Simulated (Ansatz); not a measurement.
# Al9N8 zinc blende off sphere (Al₉N₈H₂₄−): the relaxed shape and its frontier levels

What does Al9N8 zinc blende off sphere (Al₉N₈H₂₄−) look like as a singlet, and where do its frontier electrons sit?

Method: RKS PBE0-D4/def2-TZVP; program: Ansatz 0.2.0, Gaussian basis.

Levels to be run: relaxation at PBE-D4/def2-SVP; a single point at PBE0-D4/def2-TZVP.

**1. The system as given**

41 atoms, charge -1, spin multiplicity 1.

Atoms are counted from 1 here; the program's logs count them from 0.

Bond lengths: N1–Al9 1.966 Å, N1–Al12 1.907 Å, N1–H18 1.030 Å, N1–H19 1.020 Å, N2–Al11 2.005 Å, N2–Al13 1.884 Å, N2–H20 1.020 Å, N2–H21 1.029 Å, N3–Al10 1.917 Å, N3–Al14 1.897 Å, N3–Al15 1.872 Å, N3–H22 1.023 Å, N4–Al11 1.923 Å, N4–Al14 1.947 Å, N4–Al16 1.869 Å, N4–H23 1.024 Å, N5–Al9 1.860 Å, N5–Al10 1.895 Å and more. Angles: Al9–N1–Al12 120.8°, Al9–N1–H18 98.0°, Al9–N1–H19 110.0°, Al12–N1–H18 103.6°, Al12–N1–H19 115.4°, H18–N1–H19 106.1°, Al11–N2–Al13 120.3°, Al11–N2–H20 109.6°, Al11–N2–H21 90.8°, Al13–N2–H20 119.3°, Al13–N2–H21 106.1°, H20–N2–H21 105.5°, Al10–N3–Al14 101.1°, Al10–N3–Al15 122.9°, Al10–N3–H22 107.7°, Al14–N3–Al15 100.5°, Al14–N3–H22 112.8°, Al15–N3–H22 111.2° and more.

The ion is computed in the gas phase, without counter-ions or solvent.

The start is a GFN2-xTB geometry.

**2. Relaxation at PBE-D4/def2-SVP**

in.yaml reads:

```yaml
crystal:
  periodic: [false, false, false]
  atoms:
    - {symbol: N, position_ang: [-1.843460, -1.471660, 2.528810]}
    - {symbol: N, position_ang: [1.120930, -2.207290, -0.112420]}
    - {symbol: N, position_ang: [-1.459750, 2.087520, -1.869690]}
    - {symbol: N, position_ang: [1.049590, 0.151460, -2.158650]}
    - {symbol: N, position_ang: [-1.130800, -0.336930, -0.128340]}
    - {symbol: N, position_ang: [0.895930, -0.238080, 2.172630]}
    - {symbol: N, position_ang: [0.843700, 2.055330, 0.188230]}
    - {symbol: N, position_ang: [3.050080, -0.030700, 0.095320]}
    - {symbol: Al, position_ang: [-2.275860, -1.600720, 0.615030]}
    - {symbol: Al, position_ang: [-2.457880, 0.806790, -0.851330]}
    - {symbol: Al, position_ang: [-0.068250, -1.204760, -1.378160]}
    - {symbol: Al, position_ang: [-0.036330, -1.566700, 3.131740]}
    - {symbol: Al, position_ang: [2.099820, -1.283420, 1.205250]}
    - {symbol: Al, position_ang: [-0.491930, 0.950510, -3.040410]}
    - {symbol: Al, position_ang: [-0.061500, 3.097630, -1.141460]}
    - {symbol: Al, position_ang: [2.045510, 1.260800, -1.030700]}
    - {symbol: Al, position_ang: [-0.295480, 0.816300, 1.066690]}
    - {symbol: H, position_ang: [-2.093550, -0.481430, 2.665350]}
    - {symbol: H, position_ang: [-2.514780, -2.011430, 3.074480]}
    - {symbol: H, position_ang: [1.556180, -2.990240, -0.600180]}
    - {symbol: H, position_ang: [0.300730, -2.603160, 0.366730]}
    - {symbol: H, position_ang: [-2.129810, 2.683750, -2.361140]}
    - {symbol: H, position_ang: [1.593310, -0.229890, -2.938500]}
    - {symbol: H, position_ang: [1.330040, 0.424870, 2.819860]}
    - {symbol: H, position_ang: [1.240410, 2.698350, 0.880120]}
    - {symbol: H, position_ang: [3.644540, -0.545600, -0.553120]}
    - {symbol: H, position_ang: [3.692250, 0.541080, 0.643900]}
    - {symbol: H, position_ang: [-1.874940, -3.079530, 0.196010]}
    - {symbol: H, position_ang: [-3.801500, -1.227410, 0.649000]}
    - {symbol: H, position_ang: [-3.447190, 0.063550, -1.832880]}
    - {symbol: H, position_ang: [-3.126970, 1.600450, 0.349530]}
    - {symbol: H, position_ang: [-0.390150, -2.466360, -2.225270]}
    - {symbol: H, position_ang: [0.543500, -2.991870, 2.729450]}
    - {symbol: H, position_ang: [-0.051680, -1.180660, 4.654590]}
    - {symbol: H, position_ang: [3.201800, -2.028380, 1.987040]}
    - {symbol: H, position_ang: [-1.312480, -0.398260, -3.305720]}
    - {symbol: H, position_ang: [-0.044860, 1.696610, -4.346050]}
    - {symbol: H, position_ang: [1.078380, 3.199320, -2.286230]}
    - {symbol: H, position_ang: [-0.546030, 4.435580, -0.487440]}
    - {symbol: H, position_ang: [3.302510, 2.024170, -1.526770]}
    - {symbol: H, position_ang: [-1.134040, 1.580420, 2.154710]}
basis:
  gaussian: {orbitals: def2-SVP}
total_charge: -1
hamiltonian: {xc: pbe, dispersion: d4}
scf: {lower_state_search: "off"}
output: {orbitals: {seedname: orbitals}}
relax: {f_tol: 0.03, max_steps: 70}
```

Command:

```sh
$ ansatz run in.yaml --threads 2 --pin off --events-out ev --progress --plain --max-ram 32768MiB --backend cuda --devices 0, --max-vram 18GiB
```

Further steps of the session: Single point, PBE0-D4/def2-TZVP.

**Question.** What will the summary of the whole plan be? Wanted: point group; commonest bond, hydrogen aside; HOMO, LUMO at PBE0-D4/def2-TZVP.

As calculated:

| quantity | value |
| --- | --- |
| point group | C1 |
| commonest bond, hydrogen aside | Al–N, 22 of mean length 1.946 Å |
| HOMO, LUMO at PBE0-D4/def2-TZVP | -3.85, 1.93 eV |

What this shows: The relaxation broke 1 and made 0 bonds, so the end is another structure than the start. No usable vibrations, so a minimum isn't proven. Whether this spin is the lowest isn't tested here. The point group is read from a loosely relaxed geometry; soft torsions can leave it below the true symmetry.
